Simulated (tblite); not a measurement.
# C4H9BClN3: the cost of one run

Computed with tblite 0.8.0 and PySCF 2.14.0, with density-fitted response routines of our own, on a single molecule in the gas phase. Atoms are numbered from 0 throughout.

## Step 1: The starting structure

18 atoms, charge 0, multiplicity 1; geometry from: force field or distance geometry start.

Bonds of the start (Å): N0–C1 1.15, C1–B2 1.56, B2–N3 1.55, B2–Cl4 1.87, B2–N5 1.54, N5–C6 1.48, C6–C7 1.53, C7–C8 1.53, C8–C6 1.53, N3–H9 1.04, N3–H10 1.06, N5–H11 1.05, N5–H12 1.05, C6–H13 1.11, C7–H14 1.11, C7–H15 1.12, C8–H16 1.10, C8–H17 1.11.

## Step 2: Geometry optimisation with GFN2-xTB

The job: settings as JSON, then the geometry in Å.

```
{"job": {"kind": "relax", "xc": "GFN2-xTB", "basis": "xTB"}, "charge": 0, "multiplicity": 1}
N     -1.196300     2.832900     0.239900
C     -1.345900     1.692500     0.285000
B     -1.513300     0.143400     0.370200
N     -2.130500    -0.353500    -0.963400
Cl    -2.693300    -0.231400     1.772900
N     -0.167400    -0.550000     0.638900
C      0.794500    -0.340300    -0.464700
C      1.826100     0.767200    -0.242700
C      2.233300    -0.697600    -0.089400
H     -3.082500     0.063600    -1.060400
H     -2.275900    -1.394600    -0.870900
H      0.209800    -0.210500     1.559100
H     -0.334600    -1.576600     0.741600
H      0.505900    -0.618600    -1.501100
H      2.175400     1.244500    -1.182900
H      1.743800     1.321800     0.722700
H      2.842700    -1.076800    -0.929000
H      2.399500    -1.009500     0.962500
```

The run is started by

```bash
$ OMP_NUM_THREADS=1 python probes_run.py task.json out
```

The driver reads the jobs from task.json and runs them one after another.

**Question.** How long does this first job take on 1 thread of Intel Xeon at 2.50GHz, shared host, and how much memory does it need?

About 1.9 s, with a peak of 0.18 GiB.
